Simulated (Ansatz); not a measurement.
**BCl₃H₂Se: basis-set convergence**

The task here is to estimate one member of a computed series from the others.

Method: one geometry, several basis sets; program: Ansatz 0.2.0, Gaussian basis.

Plan: PBE0-D4/def2-SVP; ωB97M-V/def2-SVP; PBE0-D4/def2-QZVPP; ωB97M-V/def2-QZVPP; the functionals' def2-TZVPP values are taken from earlier runs.

**Structure used throughout**

An earlier PBE0-D4 in a triple-zeta def2 set relaxation fixed the geometry.

SMILES `Cl[B-](Cl)(Cl)[SeH2+]`, 7 atoms, charge 0, spin multiplicity 1.

Atoms are counted from 1 here; the program's logs count them from 0.

Bond lengths: Cl1–B2 1.798 Å, B2–Cl3 1.794 Å, B2–Cl4 1.798 Å, B2–Se5 2.306 Å, Se5–H6 1.470 Å, Se5–H7 1.470 Å. Angles: Cl1–B2–Cl3 115.6°, Cl1–B2–Cl4 115.8°, Cl1–B2–Se5 100.7°, Cl3–B2–Cl4 115.6°, Cl3–B2–Se5 105.2°, Cl4–B2–Se5 100.7°, B2–Se5–H6 97.3°, B2–Se5–H7 97.2°, H6–Se5–H7 91.7°.

Set-up of the first run:

in.yaml

```yaml
crystal:
  periodic: [false, false, false]
  atoms:
    - {symbol: Cl, position_ang: [0.937343, -1.193881, 1.699329]}
    - {symbol: B, position_ang: [0.100451, -0.916652, 0.132040]}
    - {symbol: Cl, position_ang: [1.149163, -0.957028, -1.323477]}
    - {symbol: Cl, position_ang: [-1.506803, -1.703025, -0.047475]}
    - {symbol: Se, position_ang: [-0.527341, 1.290370, 0.366111]}
    - {symbol: H, position_ang: [0.802824, 1.884291, 0.165604]}
    - {symbol: H, position_ang: [-0.894337, 1.528025, -1.037831]}
basis:
  gaussian: {orbitals: def2-SVP}
hamiltonian: {xc: pbe0, dispersion: d4}
output: {orbitals: {seedname: orbitals}}
```

Launch:

```console
$ ansatz run in.yaml --threads 4 --pin off --events-out ev --progress --plain --max-ram 10444MiB
```

Steps of the session up to this table: PBE0-D4 in def2-SVP; ωB97M-V in def2-SVP; PBE0-D4 in def2-QZVPP; ωB97M-V in def2-QZVPP.

One table of the session follows, with a row left open; its other results are not shown here.

| functional | basis | HOMO (eV) |
| --- | --- | --- |
| PBE0-D4 | def2-SVP | ? |
| PBE0-D4 | def2-TZVPP | -8.27 |
| PBE0-D4 | def2-QZVPP | -8.30 |
| ωB97M-V | def2-SVP | -10.21 |
| ωB97M-V | def2-TZVPP | -10.36 |
| ωB97M-V | def2-QZVPP | -10.40 |

Q: Estimate the row for PBE0-D4, def2-SVP from the others.

The run gave: HOMO (eV): -8.11. In the column «HOMO (eV)» it is the highest.
